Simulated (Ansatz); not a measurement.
# Ge2Sb2Te5: the cost of one run

Computed with Ansatz 0.2.0 (DFT PBE+D3(BJ), scalar-relativistic, plane waves, PAW, unless a step's input says otherwise).

## 1. The system as given

Symmetry: P-3m1, No. 164, trigonal system. The conventional cell has a = 4.232 Å, b = 4.232 Å, c = 16.849 Å, α = 90.00°, β = 90.00°, γ = 120.00°. Te (site symmetry -3m) is surrounded by 6 Ge at 2.98 Å. Ge (site symmetry 3m) is surrounded by 6 Te at 2.95 to 2.98 Å. Around Te (site symmetry 3m) lie 3 Ge at 2.95 Å and 3 Sb at 3.16 Å. Sb (site symmetry 3m) has 6 Te at 2.99 to 3.16 Å as nearest neighbours. Te (site symmetry 3m) is surrounded by 3 Sb at 2.99 Å.

Coordinates:

```cif
data_structure
_symmetry_space_group_name_H-M 'P-3m1'
_symmetry_Int_Tables_number 164
_cell_length_a 4.2318
_cell_length_b 4.2318
_cell_length_c 16.8489
_cell_angle_alpha 90.000
_cell_angle_beta 90.000
_cell_angle_gamma 120.000
_cell_volume 261.31
loop_
_atom_site_label
_atom_site_type_symbol
_atom_site_symmetry_multiplicity
_atom_site_Wyckoff_symbol
_atom_site_fract_x
_atom_site_fract_y
_atom_site_fract_z
_atom_site_occupancy
Te1 Te 1 a 0.00000 0.00000 0.00000 1
Ge1 Ge 2 d 0.33333 0.66667 0.10077 1
Te2 Te 2 d 0.66667 0.33333 0.19939 1
Sb1 Sb 2 c 0.00000 0.00000 0.31830 1
Te3 Te 2 d 0.33333 0.66667 0.42088 1
```

## 2. Relaxing cell and atoms: Ge2Sb2Te5, no spin

File input.yaml:

```yaml
crystal:
  lattice:
    - [4.231809, 0.0, 0.0]
    - [-2.115904, 3.664854, 0.0]
    - [0.0, 0.0, 16.848888]
  atoms:
    - { symbol: Te, position: [0.0, 1.0, 0.0] }
    - { symbol: Ge, position: [0.333333, 0.666667, 0.100769] }
    - { symbol: Te, position: [0.666667, 0.333333, 0.199394] }
    - { symbol: Sb, position: [1.0, 1.0, 0.318302] }
    - { symbol: Te, position: [0.333333, 0.666667, 0.420877] }
    - { symbol: Te, position: [0.666667, 0.333333, 0.579123] }
    - { symbol: Sb, position: [1.0, 0.0, 0.681698] }
    - { symbol: Te, position: [0.333333, 0.666667, 0.800606] }
    - { symbol: Ge, position: [0.666667, 0.333333, 0.899231] }
scf:
  occupations: { method: gaussian, width: 0.03 }
output:
  forces: true
  stress: true
  eigenvalues: true
hamiltonian:
  xc: pbe
  dispersion: d3bj
kpoints:
  mp_grid: { grid: [10, 10, 2] }
relax:
  f_tol: 0.001
  max_steps: 60
  cell: { stress_tol: 0.02, p_target: 0 }
```

Started as:

```bash
$ ansatz run input.yaml --threads 8 --pin off --max-ram 20480MiB --backend cpu --events-out ev --progress --plain --runs-dir out
```

Q: Estimate wall time and peak memory on 8 threads of AMD EPYC 9R45 (Zen 5), shared host.

About 7.9 s, with a peak of 1.6 GiB.
